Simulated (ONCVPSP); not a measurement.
**An ONCV potential for Rb, from input to tests**

Do these settings give a usable potential? It is generated, then checked for transferability, scattering, ghosts and hardness.

Program: ONCVPSP 4.0.1. Reference atom: PBE, scalar-relativistic, spherical and spin-unpolarised. All values are calculated.

### 1 The atom and the settings

Typed settings, in words:

```
element                 : rubidium (Rb, Z = 37)
type                    : optimised norm-conserving Vanderbilt (ONCV)
frozen core             : [Ar] 3d10
valence charge          : 9
reference configuration : 4s2 4p6 (charge +1)
partial waves           : 4s: rc 1.60 bohr, ncon 4, nbas 8, qcut 3.3 1/bohr, 2 projectors, debl 2.9 Ha; 4p: rc 1.65 bohr, ncon 4, nbas 8, qcut 5.1 1/bohr, 2 projectors, debl 1.9 Ha; d scattering state at 0.06 Ha: rc 1.40 bohr, ncon 5, nbas 9, qcut 6.3 1/bohr, 3 projectors, debl 3.8 Ha
local potential         : polynomial inside 1.05 bohr (lpopt 5, dvloc0 6 Ha)
core correction         : not asked for
```

The outer shells as boxes (Hund's rule for the drawing; the calculation is spin-unpolarised):

```
[Ar] core
3d [↑↓][↑↓][↑↓][↑↓][↑↓]
4s [↑↓]
4p [↑↓][↑↓][↑↓]
```

The nodes and maxima of the atom's own shells, from an earlier all-electron run, set the scale for the radii.

All-electron outer shells of the reference configuration (PBE, scalar-relativistic, ld1.x):

```json
{"shell": "4p", "level (eV)": "-21.65", "outermost node (bohr)": "0.64", "outermost maximum (bohr)": "1.42"}
{"shell": "5s", "level (eV)": "-6.05", "outermost node (bohr)": "1.77", "outermost maximum (bohr)": "3.77"}
{"shell": "4d", "level (eV)": "-3.74", "outermost node (bohr)": "0.70", "outermost maximum (bohr)": "2.62"}
{"shell": "5p", "level (eV)": "-3.60", "outermost node (bohr)": "2.13", "outermost maximum (bohr)": "4.78"}
```

### 2 The generation run

Rb.dat

```
# ATOM AND REFERENCE CONFIGURATION
# atsym  z   nc   nv     iexc    psfile
  Rb 37.00    6    2        4      upf
#
#   n    l    f
    1    0    2.00
    2    0    2.00
    2    1    6.00
    3    0    2.00
    3    1    6.00
    3    2   10.00
    4    0    2.00
    4    1    6.00
#
# PSEUDOPOTENTIAL AND OPTIMIZATION
# lmax
    2
#
#   l,   rc,      ep,       ncon, nbas, qcut
    0    1.60    0.00    4    8    3.30
    1    1.65    0.00    4    8    5.10
    2    1.40    0.06    5    9    6.30
#
# LOCAL POTENTIAL
# lloc, lpopt,  rc(5),   dvloc0
    4    5    1.05    6.00
#
# VANDERBILT-KLEINMAN-BYLANDER PROJECTORs
# l, nproj, debl
    0    2    2.90
    1    2    1.90
    2    3    3.80
#
# MODEL CORE CHARGE
# icmod, fcfact, rcfact
    0    0.00    0.00
#
# LOG DERIVATIVE ANALYSIS
# epsh1, epsh2, depsh
   -3.00    5.00    0.02
#
# OUTPUT GRID
# rlmax, drl
    6.00    0.01
#
# TEST CONFIGURATIONS
# ncnf
    4
# nvcnf
#   n    l    f
    3
    4    0    2.00
    4    1    6.00
    5    0    1.00
#
    3
    4    0    2.00
    4    1    6.00
    5    0    0.50
#
    3
    4    0    2.00
    4    1    6.00
    5    1    1.00
#
    3
    4    0    2.00
    4    1    5.00
    5    0    1.00
#
```

The run is started by

```sh
$ oncvpsp.x < Rb.dat > Rb.out
```

Q: Predict the outcome of this session. Wanted: cutoffs for 1 and 0.1 mHa per electron, occupied waves; bound ghosts; GHOST(+) flags; largest test error; largest phase difference near zero energy, channels read.

**Answer**, as computed:

```
                                                quantity                                     value
  cutoffs for 1 and 0.1 mHa per electron, occupied waves                           63 Ha and 74 Ha
                                            bound ghosts                            d at -64.48 eV
                                          GHOST(+) flags  d at 1437 eV, d at 2560 eV, d at 3899 eV
                            largest test error (AE − PS)                 -6.2 meV, for 4s2 4p5 5s1
largest phase difference near zero energy, channels read                                 0.001 rad
```

A bound ghost (d) makes it unfit for use: electrons can fall into a state that the atom doesn't have. By total energies transferability is good: the largest error is 6.2 meV on 17.0 eV, for 4s2 4p5 5s1. Atomic tests can pass in spite of a ghost, since they solve only for the levels asked. By its cutoff, 63 Ha for the looser tolerance, it is hard. At the looser tolerance the 4s wave is the slowest; 4p needs 13 Ha. That counts occupied waves only; other projectors can need more. Near zero energy the phases of the channels with partial waves agree within 0.001 rad. The pseudo curves have a pole with no partner nearby in the atom's: d at -2.37 Ha. The program also flags highly localised states, GHOST(+) (d). These are tests on the free atom; a crystal test is still owed.
